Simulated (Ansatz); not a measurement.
# CH4N2OSi: the cost of one run

Program: Ansatz 0.2.0, Gaussian basis. Level of theory: the settings change from run to run. These are calculated values, not measurements.

**1. The molecule**

The structure was relaxed beforehand with PBE0-D4 in a triple-zeta def2 set.

SMILES `N#CN[SiH2]O`, 9 atoms, charge 0, spin multiplicity 1.

Atoms are counted from 1 here; the program's logs count them from 0.

Bond lengths: N1–C2 1.156 Å, C2–N3 1.331 Å, N3–Si4 1.752 Å, N3–H6 1.010 Å, Si4–O5 1.634 Å, Si4–H7 1.474 Å, Si4–H8 1.478 Å, O5–H9 0.959 Å. Angles: N1–C2–N3 177.8°, C2–N3–Si4 123.1°, C2–N3–H6 114.7°, Si4–N3–H6 120.9°, N3–Si4–O5 114.1°, N3–Si4–H7 105.1°, N3–Si4–H8 104.9°, O5–Si4–H7 105.8°, O5–Si4–H8 111.6°, H7–Si4–H8 115.4°, Si4–O5–H9 119.1°.

**2. B97/aug-cc-pVTZ**

This run has multiplicity 3.

File in.yaml:

```yaml
crystal:
  periodic: [false, false, false]
  atoms:
    - {symbol: N, position_ang: [2.574841, -0.466190, 1.136426]}
    - {symbol: C, position_ang: [1.786266, -0.252461, 0.319301]}
    - {symbol: N, position_ang: [0.843425, -0.028149, -0.592673]}
    - {symbol: Si, position_ang: [-0.866450, -0.232464, -0.272711]}
    - {symbol: O, position_ang: [-1.566515, 1.048332, 0.460758]}
    - {symbol: H, position_ang: [1.162524, 0.459126, -1.418020]}
    - {symbol: H, position_ang: [-1.496332, -0.328581, -1.602162]}
    - {symbol: H, position_ang: [-0.953478, -1.450139, 0.560971]}
    - {symbol: H, position_ang: [-1.395783, 1.204225, 1.391108]}
basis:
  gaussian: {orbitals: aug-cc-pVTZ}
magnetization: {spin_polarized: true, initial_magnetization: 2}
hamiltonian: {xc: {name: B97}}
output: {forces: true}
```

On the command line:

```console
> ansatz run in.yaml --threads 2 --pin off --events-out ev --progress --plain --max-ram 4352MiB
```

**Question.** How long does this run take on 2 threads of AMD EPYC 9R45, shared host, and how much memory does it need?

About 27 s, with a peak of 1.5 GiB.
